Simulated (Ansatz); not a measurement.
# C2H4B2O2S: the cost of one run

Program: Ansatz 0.2.0. Level of theory: RKS PBE/STO-3G. These are calculated values, not measurements.

### Step 1. The system as given

Bond lengths: O1–B2 1.470 Å, B2–B3 1.665 Å, B3–S4 1.843 Å, S4–C5 1.842 Å, C5–C6 1.364 Å, C5–O7 1.359 Å, C6–O7 1.373 Å, O1–H8 1.022 Å, B2–H9 1.228 Å, B3–H10 1.196 Å, C6–H11 1.105 Å. Angles (14 of 15 angles, heavy atoms first): O1–B2–B3 120.0°, B2–B3–S4 122.3°, B3–S4–C5 90.9°, S4–C5–C6 151.1°, S4–C5–O7 148.1°, C6–C5–O7 60.6°, C5–C6–O7 59.6°, C5–O7–C6 59.9°, O1–B2–H9 119.2°, B3–B2–H9 120.8°, B2–O1–H8 98.8°, B2–B3–H10 117.5°, S4–B3–H10 120.0°, C5–C6–H11 148.5°.

As a file:

```xyz
11

O     0.2923   -1.4704    1.7605
B     1.0361   -0.2201    1.5490
B     1.4399    0.2589    0.0064
S     1.0217   -0.7487   -1.4792
C    -0.5870    0.1301   -1.6569
C    -1.9019    0.2910   -1.3338
O    -1.2744    1.1888   -2.1616
H    -0.6578   -1.0979    1.7108
H     1.3800    0.4439    2.5233
H     2.1075    1.2443   -0.1084
H    -2.7908   -0.0769   -0.7896
```

### Step 2. Preparing the start

input.yaml

```yaml
crystal:
  periodic: [false, false, false]
  atoms:
    - { symbol: O, position_ang: [0.2923, -1.4704, 1.7605] }
    - { symbol: B, position_ang: [1.0361, -0.2201, 1.549] }
    - { symbol: B, position_ang: [1.4399, 0.2589, 0.0064] }
    - { symbol: S, position_ang: [1.0217, -0.7487, -1.4792] }
    - { symbol: C, position_ang: [-0.587, 0.1301, -1.6569] }
    - { symbol: C, position_ang: [-1.9019, 0.291, -1.3338] }
    - { symbol: O, position_ang: [-1.2744, 1.1888, -2.1616] }
    - { symbol: H, position_ang: [-0.6578, -1.0979, 1.7108] }
    - { symbol: H, position_ang: [1.38, 0.4439, 2.5233] }
    - { symbol: H, position_ang: [2.1075, 1.2443, -0.1084] }
    - { symbol: H, position_ang: [-2.7908, -0.0769, -0.7896] }
basis:
  gaussian: { orbitals: STO-3G }
hamiltonian:
  xc: pbe
relax:
  f_tol: 0.02
  max_steps: 40
scf:
  lower_state_search: "off"
```

Started as:

```console
$ ansatz run input.yaml --threads 1 --pin off --max-ram 2048MiB --backend cpu --events-out ev --progress --plain --runs-dir out
```

Q: Estimate wall time and peak memory on 1 thread of Arm Neoverse V1, shared host.

About 1.8 min, with a peak of 0.14 GiB.
